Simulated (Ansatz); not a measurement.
# InAs (zinc blende): the cost of one run

Computed with Ansatz 0.2.0 (DFT PBE, scalar-relativistic, plane waves, PAW, unless a step's input says otherwise).

### Step 1. The structure to begin with

Symmetry: F-43m, No. 216, cubic system. Conventional cell: a = 6.038 Å, b = 6.038 Å, c = 6.038 Å, α = 90.00°, β = 90.00°, γ = 90.00°. In (site symmetry -43m) has 4 As at 2.61 Å as nearest neighbours. As (site symmetry -43m) has 4 In at 2.61 Å as nearest neighbours.

Coordinates:

```xyz
2
Lattice="0.0000 3.0189 3.0189 3.0189 0.0000 3.0189 3.0189 3.0189 0.0000" Properties=species:S:1:pos:R:3 pbc="T T T"
In    0.0000    0.0000    0.0000
As    1.5094    1.5094    1.5094
```

### Step 2. Phonons: InAs (zinc blende), no spin, volume × 0.99

input.yaml reads:

```yaml
crystal:
  lattice:
    - [0.0, 3.0188694895, 3.0188694895]
    - [3.0188694895, 0.0, 3.0188694895]
    - [3.0188694895, 3.0188694895, 0.0]
  atoms:
    - { symbol: In, position: [0.0, 0.0, 0.0] }
    - { symbol: As, position: [0.25, 0.25, 0.25] }
scf:
  occupations: { method: gaussian, width: 0.02 }
output: {}
hamiltonian:
  xc: pbe
basis:
  ecutwfc: 500
kpoints:
  mp_grid: { grid: [18, 18, 18] }
phonons:
  method: dfpt
  dielectric: false
  eigenvectors: false
```

Command:

```sh
> ansatz run input.yaml --threads 1 --pin off --max-ram 2867MiB --backend cpu --events-out ev --progress --plain --runs-dir out
```

**Question.** How long does this run take on 1 thread of Intel Xeon at 2.30GHz, shared host, and how much memory does it need?

About 2.2 min, with a peak of 2 GiB.
